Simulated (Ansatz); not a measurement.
**ClH7OSi3: up Jacob's ladder to CCSD(T)**

One table from this session's results is given with a row withheld; the runs are named, their logs left out.

Method: functionals in def2-TZVPP, the program's frozen cores in correlated methods; program: Ansatz 0.2.0, Gaussian basis.

Plan: PBE-D4, r2SCAN-D4, PBE0-D4, B3LYP-D4, ωB97X-V, ωB97M-V, B2PLYP; CCSD(T)/def2-TZVPP; MP2/def2-QZVPP; extrapolation to the limit.

## Structure used throughout

All runs share one geometry, relaxed beforehand with PBE0-D4 in a triple-zeta def2 set.

SMILES `O[SiH2][SiH2][SiH2]Cl`, 12 atoms, charge 0, spin multiplicity 1.

Atoms are counted from 1 here; the program's logs count them from 0.

Bond lengths: O1–Si2 1.652 Å, O1–H6 0.958 Å, Si2–Si3 2.349 Å, Si2–H7 1.483 Å, Si2–H8 1.492 Å, Si3–Si4 2.338 Å, Si3–H9 1.489 Å, Si3–H10 1.491 Å, Si4–Cl5 2.064 Å, Si4–H11 1.485 Å, Si4–H12 1.485 Å. Angles: Si2–O1–H6 117.8°, O1–Si2–Si3 113.0°, O1–Si2–H7 105.6°, O1–Si2–H8 111.5°, Si3–Si2–H7 110.1°, Si3–Si2–H8 107.9°, H7–Si2–H8 108.7°, Si2–Si3–Si4 110.3°, Si2–Si3–H9 111.2°, Si2–Si3–H10 109.9°, Si4–Si3–H9 108.9°, Si4–Si3–H10 108.1°, H9–Si3–H10 108.4°, Si3–Si4–Cl5 110.1°, Si3–Si4–H11 111.3°, Si3–Si4–H12 111.3°, Cl5–Si4–H11 107.6°, Cl5–Si4–H12 107.6° and more.

Geometry (Å):

```
O    -1.6354    2.2500    1.3561
Si   -0.8559    0.7951    1.2979
Si    0.1965    0.4015   -0.7654
Si    1.2395   -1.6904   -0.7578
Cl    2.1200   -2.0511   -2.5896
H    -2.3130    2.4204    0.7005
H     0.1521    0.8381    2.3853
H    -1.7918   -0.3375    1.5584
H     1.2149    1.4476   -1.0581
H    -0.8160    0.4093   -1.8606
H     0.2611   -2.7791   -0.5072
H     2.3048   -1.7589    0.2745
```

The first run:

Contents of in.yaml:

```yaml
crystal:
  periodic: [false, false, false]
  atoms:
    - {symbol: O, position_ang: [-1.635359, 2.250030, 1.356071]}
    - {symbol: Si, position_ang: [-0.855887, 0.795077, 1.297870]}
    - {symbol: Si, position_ang: [0.196504, 0.401504, -0.765398]}
    - {symbol: Si, position_ang: [1.239537, -1.690433, -0.757789]}
    - {symbol: Cl, position_ang: [2.119956, -2.051121, -2.589596]}
    - {symbol: H, position_ang: [-2.312961, 2.420397, 0.700508]}
    - {symbol: H, position_ang: [0.152112, 0.838123, 2.385301]}
    - {symbol: H, position_ang: [-1.791828, -0.337502, 1.558362]}
    - {symbol: H, position_ang: [1.214908, 1.447566, -1.058108]}
    - {symbol: H, position_ang: [-0.815964, 0.409256, -1.860563]}
    - {symbol: H, position_ang: [0.261123, -2.779063, -0.507230]}
    - {symbol: H, position_ang: [2.304760, -1.758933, 0.274474]}
basis:
  gaussian: {orbitals: def2-TZVPP}
hamiltonian: {xc: pbe, dispersion: d4}
output: {forces: true, orbitals: {seedname: orbitals}}
```

Run with:

```
> ansatz run in.yaml --threads 4 --pin off --events-out ev --progress --plain --max-ram 10444MiB
```

Among the steps run: PBE-D4 (GGA); r2SCAN-D4 (meta-GGA); PBE0-D4 (hybrid); B3LYP-D4 (hybrid); ωB97X-V (range-separated); ωB97M-V (range-separated); B2PLYP (double hybrid); CCSD(T) in def2-TZVPP; MP2 in def2-QZVPP.

One of the session's tables, all rows but one given; the rest of the session is left out.

| method | atomisation energy (kcal/mol) |
| --- | --- |
| PBE-D4 | 893.4 |
| r2SCAN-D4 | 899.0 |
| PBE0-D4 | 887.1 |
| B3LYP-D4 | 893.0 |
| ωB97X-V | 905.8 |
| ωB97M-V | 898.2 |
| B2PLYP | 881.7 |
| HF/def2-TZVPP | 669.5 |
| MP2/def2-TZVPP | 877.5 |
| CCSD/def2-TZVPP | 863.3 |
| CCSD(T)/def2-TZVPP | 873.8 |
| MP2/CBS | 904.8 |
| CCSD(T)/CBS | ? |

Q: Estimate the row for CCSD(T)/CBS from the others.

As computed: atomisation energy (kcal/mol): 901.0. In the column «atomisation energy (kcal/mol)» it lies between r2SCAN-D4 (899.0) and MP2/CBS (904.8).

Caveats from the session: Free atoms (1 O, 3 Si, 1 Cl, 7 H) were run apart at each level; the atomisation energy is their sum less the molecule, without zero-point or spin-orbit terms.
